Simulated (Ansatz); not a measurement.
**Al: one contact scaled**

Aim: change the length of one contact in Al (Al1–Al2) by moving its two atoms, all else held, and follow energy and force. The runs shown use PAW. Its runs: shortest bond scaled by 1 (PAW); shortest bond scaled by 0.82 (PAW); shortest bond scaled by 0.7 (PAW); shortest bond scaled by 0.64 (PAW); shortest bond scaled by 0.58 (PAW and PAW (partial_waves polarizable)).

Method: DFT, r2SCAN, PAW with Ansatz's default frozen-core files, scalar-relativistic, in Ansatz 0.2.0.

1 further run of the same task is left out (it didn't finish).

### Step 1. The structure to begin with

Symmetry: P6_3/mmc, No. 194, hexagonal system. The conventional cell has a = 2.864 Å, b = 2.864 Å, c = 4.640 Å, α = 90.00°, β = 90.00°, γ = 120.00°. Al (site symmetry -6m2) has 12 Al at 2.85 to 2.86 Å as nearest neighbours.

Coordinates:

```
CELL_PARAMETERS angstrom
2.86428 0.00000 0.00000
-1.43214 2.48054 0.00000
0.00000 0.00000 4.64014
ATOMIC_POSITIONS crystal
Al 0.33333 0.66667 0.25000
Al 0.66667 0.33333 0.75000
```

Atoms are numbered in the order of the input: Al1, Al2.

### Step 2. Shortest bond scaled by 1, PAW

File input.yaml:

```yaml
crystal:
  lattice:
    - [2.8642811953, 0.0, 0.0]
    - [-1.4321405977, 2.4805402787, 0.0]
    - [0.0, 0.0, 4.6401355364]
  atoms:
    - { symbol: Al, position: [0.3333333333, 0.6666666667, 0.25] }
    - { symbol: Al, position: [0.6666666667, 0.3333333333, 0.75] }
kpoints:
  mp_grid: { grid: [12, 12, 7] }
scf:
  occupations: { method: fermi_dirac, width: 0.05 }
hamiltonian:
  xc: r2scan
  pseudopotentials: { kind: paw }
output:
  forces: true
  stress: true
  eigenvalues: true
  efg: { contact_densities: true }
  populations: true
```

Launch:

```console
$ ansatz run input.yaml --threads 1 --pin off --max-ram 2048MiB --backend cpu --events-out ev --progress --plain --runs-dir out
```

### Step 3. Shortest bond scaled by 0.82, PAW

Edit input.yaml of step 2 so:

```diff
@@ -6,4 +6,4 @@
   atoms:
-    - { symbol: Al, position: [0.3333333333, 0.6666666667, 0.25] }
-    - { symbol: Al, position: [0.6666666667, 0.3333333333, 0.75] }
+    - { symbol: Al, position: [0.2733333333, 0.6366666667, 0.205] }
+    - { symbol: Al, position: [0.7266666667, 0.3633333333, 0.795] }
 kpoints:
```

### Step 4. Shortest bond scaled by 0.7, PAW

Edit input.yaml of step 3 so:

```diff
@@ -6,4 +6,4 @@
   atoms:
-    - { symbol: Al, position: [0.2733333333, 0.6366666667, 0.205] }
-    - { symbol: Al, position: [0.7266666667, 0.3633333333, 0.795] }
+    - { symbol: Al, position: [0.2333333333, 0.6166666667, 0.175] }
+    - { symbol: Al, position: [0.7666666667, 0.3833333333, 0.825] }
 kpoints:
```

### Step 5. Shortest bond scaled by 0.64, PAW

Edit input.yaml of step 4 so:

```diff
@@ -6,4 +6,4 @@
   atoms:
-    - { symbol: Al, position: [0.2333333333, 0.6166666667, 0.175] }
-    - { symbol: Al, position: [0.7666666667, 0.3833333333, 0.825] }
+    - { symbol: Al, position: [0.2133333333, 0.6066666667, 0.16] }
+    - { symbol: Al, position: [0.7866666667, 0.3933333333, 0.84] }
 kpoints:
```

### Step 6. Shortest bond scaled by 0.58, PAW

Edit input.yaml of step 5 so:

```diff
@@ -6,4 +6,4 @@
   atoms:
-    - { symbol: Al, position: [0.2133333333, 0.6066666667, 0.16] }
-    - { symbol: Al, position: [0.7866666667, 0.3933333333, 0.84] }
+    - { symbol: Al, position: [0.1933333333, 0.5966666667, 0.145] }
+    - { symbol: Al, position: [0.8066666667, 0.4033333333, 0.855] }
 kpoints:
```

### Step 7. Shortest bond scaled by 0.58, PAW (partial_waves polarizable)

Edit input.yaml of step 6 so:

```diff
@@ -14,3 +14,3 @@
   xc: r2scan
-  pseudopotentials: { kind: paw }
+  pseudopotentials: { kind: paw, partial_waves: polarizable }
 output:
@@ -19,3 +19 @@
   eigenvalues: true
-  efg: { contact_densities: true }
-  populations: true
```

(Steps that only read results are left out.)

What does the calculation give?

As calculated:

```
                                                                          quantity       value
                            force along the bond, positive apart, at 1.652 Å (PAW)  23.95 eV/Å
force along the bond, positive apart, at 1.652 Å (PAW (partial_waves polarizable))  23.95 eV/Å
                                              length at zero force (straight line)      2.85 Å
```

At 1.65 Å the force along the bond is 23.95 eV/Å by PAW, and the energy stands 7.86 eV over the given length. A straight line between 2.34 and 2.85 Å puts zero force near 2.85 Å, a rough figure over so wide a step. There symmetry makes it vanish whatever the lattice constant, so this is no computed equilibrium length. With two atoms in the cell whole sublattices move, so the other contacts between the two sublattices change too; at scales over 1 some of them become the shortest.
